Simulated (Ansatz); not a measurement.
The system is Be4CuSi.

```
Cu Si Be
1.0
     0.00000    3.05927    3.05927
     3.05927    0.00000    3.05927
     3.05927    3.05927    0.00000
Cu Si Be
1 1 4
Direct
  0.25000 0.25000 0.25000
  0.00000 0.00000 0.00000
  0.12494 0.62502 0.62502
  0.62502 0.62502 0.62502
  0.62502 0.62502 0.12494
  0.62502 0.12494 0.62502
```

The cell comes from a database or a generator and needn't be the stable form of this composition.

| Property | Result |
| --- | --- |
| Program | Ansatz 0.2.0 |
| Task | single point |
| Functional | PBE |
| Potentials or basis | Ansatz PAW |
| Cutoff | 420 eV (not typed: the program's choice for these potentials) |
| k mesh | 8 × 8 × 8 |
| Occupations | fermi-dirac, width 0.05 eV |
| Spin | no spin polarisation |

On this cell: pressure -0.4 GPa; largest force 0.008 eV/Å; band gap on the k mesh none (metal or under the smearing width).

The same run follows on a disturbed copy (atoms moved at random, drawn with an rms of 0.05 Å):

```
CELL_PARAMETERS angstrom
0.00000 3.05927 3.05927
3.05927 0.00000 3.05927
3.05927 3.05927 0.00000
ATOMIC_POSITIONS crystal
Cu 0.26574 0.24243 0.24491
Si 0.01076 0.01379 0.98033
Be 0.12497 0.62435 0.62767
Be 0.61209 0.60740 0.64680
Be 0.62290 0.62421 0.12985
Be 0.61169 0.11834 0.63627
```

What changes?

The energy (extrapolated to zero smearing) moves by +9.4 meV/atom; pressure 0.2 GPa; largest force 0.532 eV/Å; band gap on the k mesh none (metal or under the smearing width).

Forces on the atoms (eV/Å):
```
Cu   0.144 -0.101 -0.154
Si   0.065  0.155 -0.418
Be   0.041 -0.241 -0.169
Be  -0.003  0.062  0.529
Be  -0.046  0.141 -0.023
Be  -0.200 -0.016  0.236
```

Stress tensor (GPa, compression positive):
```
-0.15 -0.53 -0.05
-0.53 -0.18  0.25
-0.05  0.25  0.80
```
